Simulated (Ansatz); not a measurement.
# C4H3F3: the cost of one run

Method: the settings change from run to run; program: Ansatz 0.2.0, Gaussian basis.

## (1) The relaxed structure

The geometry comes from an earlier relaxation with PBE0-D4 in a triple-zeta def2 set; it is a stationary point, not always the lowest conformer.

SMILES `C=C(F)C=C(F)F`, 10 atoms, charge 0, spin multiplicity 1.

Atoms are counted from 1 here; the program's logs count them from 0.

Bond lengths: C1–C2 1.328 Å, C1–H8 1.081 Å, C1–H9 1.080 Å, C2–F3 1.340 Å, C2–C4 1.444 Å, C4–C5 1.327 Å, C4–H10 1.081 Å, C5–F6 1.304 Å, C5–F7 1.313 Å. Angles: C2–C1–H8 120.6°, C2–C1–H9 120.1°, H8–C1–H9 119.3°, C1–C2–F3 119.5°, C1–C2–C4 125.6°, F3–C2–C4 115.0°, C2–C4–C5 126.7°, C2–C4–H10 117.3°, C5–C4–H10 116.0°, C4–C5–F6 127.1°, C4–C5–F7 122.8°, F6–C5–F7 110.1°.

## (2) HSE06/cc-pVTZ-DK

This run has atoms shaken by 0.15 Å, high accuracy, the search for lower states set to light.

in.yaml reads:

```yaml
crystal:
  periodic: [false, false, false]
  atoms:
    - {symbol: C, position_ang: [-0.574842, -1.195969, -1.039328]}
    - {symbol: C, position_ang: [-0.310732, -0.737150, 0.007837]}
    - {symbol: F, position_ang: [-0.289721, -1.301497, 0.968488]}
    - {symbol: C, position_ang: [0.089776, 0.699688, -0.047017]}
    - {symbol: C, position_ang: [0.918016, 1.371488, 0.657229]}
    - {symbol: F, position_ang: [0.653211, 1.112015, 2.346597]}
    - {symbol: F, position_ang: [1.467096, 2.670972, 1.157129]}
    - {symbol: H, position_ang: [-1.209322, -2.217030, -1.335243]}
    - {symbol: H, position_ang: [-0.751798, -0.786688, -2.164208]}
    - {symbol: H, position_ang: [0.169540, 1.059665, -0.972061]}
basis:
  gaussian: {orbitals: cc-pVTZ-DK}
hamiltonian: {xc: {name: HSE06}}
accuracy: high
scf: {lower_state_search: light}
output: {forces: true}
```

Run with:

```sh
$ ansatz run in.yaml --threads 4 --pin off --events-out ev --progress --plain --max-ram 10444MiB
```

Q: Estimate wall time and peak memory on 4 threads of Arm Neoverse V1, shared host.

About 21 s, with a peak of 1.9 GiB.
